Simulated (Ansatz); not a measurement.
# HF/def2-SVP run of SiH2Br2 (dibromosilane)

What is the vertical singlet–triplet gap of SiH2Br2 (dibromosilane) at HF/def2-SVP? 

The calculation is run with Ansatz 0.2.0.

53 further runs of the same task are left out: 6 that didn't finish, 47 set aside as unsound or not needed.

### 1 The molecule

The species is SiH2Br2 (5 atoms), meant as a singlet with charge 0. As SMILES, `Br[SiH2]Br`. The shape is that of a PBE0-D4/def2-TZVP optimisation.

Bond lengths: Br1–Si2 2.207 Å, Si2–Br3 2.207 Å, Si2–H4 1.476 Å, Si2–H5 1.476 Å. Angles: Br1–Si2–Br3 110.8°, Br1–Si2–H4 108.4°, Br1–Si2–H5 108.4°, Br3–Si2–H4 108.4°, Br3–Si2–H5 108.4°, H4–Si2–H5 112.5°.

### 2 A single-point energy at HF/def2-SVP

Contents of in.yaml:

```yaml
crystal:
  periodic: [false, false, false]
  atoms:
    - {symbol: Br, position_ang: [-1.672690, -1.239290, 0.362310]}
    - {symbol: Si, position_ang: [0.158230, -0.046290, 0.054680]}
    - {symbol: Br, position_ang: [-0.295570, 1.814160, -1.042010]}
    - {symbol: H, position_ang: [1.103430, -0.843230, -0.751710]}
    - {symbol: H, position_ang: [0.706590, 0.314640, 1.376730]}
basis:
  gaussian: {orbitals: def2-SVP}
accuracy: high
hamiltonian: {xc: hf}
output: {orbitals: {seedname: orbitals}}
```

The run is started by

```
$ ansatz run in.yaml --threads 1 --pin off --max-ram 3480MiB --events-out events.jsonl --progress --plain --runs-dir runs
```

Standard output:

```text
Warning: RAYON_NUM_THREADS=1 ignored (pool sized by the plan → 1); use --threads N
Functional definition: HF
  name "HF"
  exchange = exact_x
  correlation = 0
1684 factors; integrals over basis functions are off by at most 5.9e-9 eV
mean field evaluation 1: about -147873.7920 eV, gradient 1.6e1 eV
mean field evaluation 2: about -147873.8414 eV, gradient 1.6e1 eV
mean field evaluation 4: about -147874.8112 eV, gradient 1.6e0 eV
mean field evaluation 8: about -147874.8252 eV, gradient 8.7e-2 eV
mean field -147874.82527198 eV, -5434.2995955886 hartree, gradient 9.2e-8 eV, S^2 0.000000; 0 other end points of the search recorded, 0 dependent functions left out
reference -147874.82527198 eV, -5434.2995955886 hartree; 43, 43 occupied and 49, 49 virtual orbitals, 1684 factors
Total energy: -147874.82527198 eV, -5434.2995955886 hartree
```

It took 2.5 s on 1 thread of Arm Neoverse V2, shared host; peak memory 0.29 GiB.

### 3 The triplet

Contents of molecule.yaml:

```yaml
crystal:
  periodic: [false, false, false]
  atoms:
    - {symbol: Br, position_ang: [-1.672690, -1.239290, 0.362310]}
    - {symbol: Si, position_ang: [0.158230, -0.046290, 0.054680]}
    - {symbol: Br, position_ang: [-0.295570, 1.814160, -1.042010]}
    - {symbol: H, position_ang: [1.103430, -0.843230, -0.751710]}
    - {symbol: H, position_ang: [0.706590, 0.314640, 1.376730]}
basis:
  gaussian:
    orbitals: def2-SVP
hamiltonian:
  xc: hf
accuracy: high
output:
  orbitals: {seedname: orbitals}
magnetization:
  spin_polarized: true
  initial_magnetization: 2
```

The run is started by

```
$ ansatz run molecule.yaml --threads 1 --pin off --max-ram 3480MiB --events-out events.jsonl --progress --plain --runs-dir runs
```

Standard output:

```text
Warning: RAYON_NUM_THREADS=1 ignored (pool sized by the plan → 1); use --threads N
[... 4 set-up lines as earlier in the session ...]
1683 factors; integrals over basis functions are off by at most 5.9e-9 eV
mean field evaluation 1: about -147865.9406 eV, gradient 8.7e0 eV
mean field evaluation 2: about -147866.0206 eV, gradient 8.7e0 eV
mean field evaluation 4: about -147866.8821 eV, gradient 1.7e0 eV
mean field evaluation 8: about -147866.9953 eV, gradient 3.9e-1 eV
mean field evaluation 16: about -147867.5155 eV, gradient 1.9e0 eV
mean field evaluation 32: about -147864.1129 eV, gradient 1.5e1 eV
mean field evaluation 64: about -147867.8773 eV, gradient 2.2e-8 eV
mean field evaluation 96: about -147867.5623 eV, gradient 1.1e0 eV
mean field evaluation 128: about -147861.9908 eV, gradient 1.1e1 eV
mean field evaluation 160: about -147867.8138 eV, gradient 5.7e-1 eV
mean field evaluation 192: about -147867.7516 eV, gradient 6.8e-1 eV
mean field evaluation 224: about -147867.8587 eV, gradient 1.5e-1 eV
mean field evaluation 256: about -147865.4442 eV, gradient 1.1e1 eV
mean field evaluation 288: about -147864.7224 eV, gradient 1.1e1 eV
mean field evaluation 320: about -147867.5547 eV, gradient 5.4e-1 eV
mean field evaluation 352: about -147866.1435 eV, gradient 3.1e-1 eV
mean field evaluation 384: about -147867.8661 eV, gradient 1.9e-2 eV
mean field evaluation 416: about -147867.2096 eV, gradient 1.4e0 eV
mean field evaluation 448: about -147867.7475 eV, gradient 9.7e-1 eV
mean field evaluation 480: about -147867.7488 eV, gradient 6.8e-1 eV
mean field evaluation 512: about -147867.7947 eV, gradient 6.9e-1 eV
mean field evaluation 544: about -147863.1780 eV, gradient 1.1e1 eV
mean field evaluation 576: about -147865.2508 eV, gradient 6.1e0 eV
mean field evaluation 608: about -147867.0069 eV, gradient 7.1e-3 eV
mean field evaluation 640: about -147867.8195 eV, gradient 1.1e0 eV
mean field -147867.87727482 eV, -5434.0442614027 hartree, gradient 1.9e-8 eV, S^2 2.014837; 7 other end points of the search recorded, 0 dependent functions left out
reference -147867.87727482 eV, -5434.0442614027 hartree; 44, 42 occupied and 48, 50 virtual orbitals, 1683 factors
Total energy: -147867.87727482 eV, -5434.0442614027 hartree
```

It took 60 s on 1 thread of Arm Neoverse V2, shared host; peak memory 0.61 GiB.

### 4 Outcome

At HF/def2-SVP:

| quantity | value |
| --- | --- |
| singlet: total energy | -5434.29960 Eh |
| singlet: HOMO energy | -11.46 eV |
| singlet: LUMO energy | 3.40 eV |
| singlet: HOMO–LUMO gap | 14.87 eV |
| triplet: total energy | -5434.04426 Eh |
| triplet: HOMO energy (highest over α and β) | -4.36 eV |
| triplet: LUMO energy (lowest over α and β) | -3.00 eV |
| triplet: ⟨S²⟩ | 2.015 |
| vertical energy of the triplet above the singlet | 6.948 eV |

In words: At this shape the triplet lies 6.95 eV (160 kcal/mol) above the singlet.
